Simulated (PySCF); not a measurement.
Molecule: SBClH2, in a box.

```
S B Cl H
1.0
    12.00000    0.00000    0.00000
     0.00000   12.00000    0.00000
     0.00000    0.00000   11.00000
S B Cl H
1 1 1 2
Cartesian
  4.7606 6.2576 5.1646
  6.4580 6.0485 5.6528
  6.9437 4.5274 6.3570
  4.8974 7.5145 4.7110
  7.2655 6.9097 5.5138
```

Base run:

```yaml
Program: PySCF 2.14.0
Functional: M06
Dispersion: D4
Potentials_or_basis: pob-tzvp-rev2 (all-electron)
k_mesh: 1 × 1 × 1
Occupations: fixed
Spin: no spin polarisation
```

Its results: gap between the frontier levels 7.57 eV.

Task: After a change of settings the same cell gave: gap between the frontier levels 5.30 eV. Which change was it?
A. functional from M06 to AM05
B. functional from M06 to BHandHLYP; dispersion from D4 to none
C. functional from M06 to HLE16; dispersion from D4 to none

Result: A.

M06 gives the wider gap, since exact exchange removes part of the self-interaction.

Caveats: this is a molecule in a periodic box at the Γ point, so its band gap is the HOMO-LUMO gap; the basis of atomic orbitals isn't converged, which shifts pressures, moduli and gaps; the D4 parameters stored for this functional may belong to another (some runs).
